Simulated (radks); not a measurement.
# Zn⁴⁺ in [Ne] 3s2 3p5 3d9: an all-electron calculation

Aim: the levels, the sizes of the orbitals and the parts of the energy of the zinc ion Zn4+.

Program: radks (a radial shooting solver on a logarithmic mesh, Libxc functionals) version 1. Level of theory: scalar-relativistic Kohn-Sham, PBEsol, spin-polarised, spherical densities, point nucleus; open shells are filled with parallel spins first. These are calculated values, not measurements, unless marked.

### Step 1. What is computed

* element: zinc (Z = 30)
* charge: +4
* electrons: 26
* configuration: [Ne] 3s2 3p5 3d9

The outer shells:

Zn⁴⁺
```
[Ne] core
3s [↑↓]
3p [↑↓][↑↓][↑ ]
3d [↑↓][↑↓][↑↓][↑↓][↑ ]
```

### Step 2. Self-consistent calculation

Input:

```text
Z 30
configuration [Ne] 3s2 3p5 3d9
relativity scalar-relativistic
functional pbe_sol,pbe_sol
spin polarised
nucleus point
c 137.035999084
```

Started as:

```console
> python run_ks.py task.json out
```

All runs below come from this command, one after another.

**Question.** What will this run give?

The runs gave:

| quantity | value |
| --- | --- |
| total energy | -1787.09566 hartree |
| exchange-correlation share of it | 3.81 % |
| −T/E | 1.0159 |
| highest occupied level | 3d down, -72.664 eV |
| most extended occupied level | 3d down, <r> = 0.776 bohr |
| radius at density 0.001 e/bohr³ | 2.42 bohr |
| maxima of the radial density | 3 |

**Reading.** 3 principal shells are occupied and 3 maxima appear in the radial density. Relativity lifts −T/E to 1.016. This is not the tabulated ground configuration, so its levels and sizes aren't those of the ground state, and no measured value stands beside it.
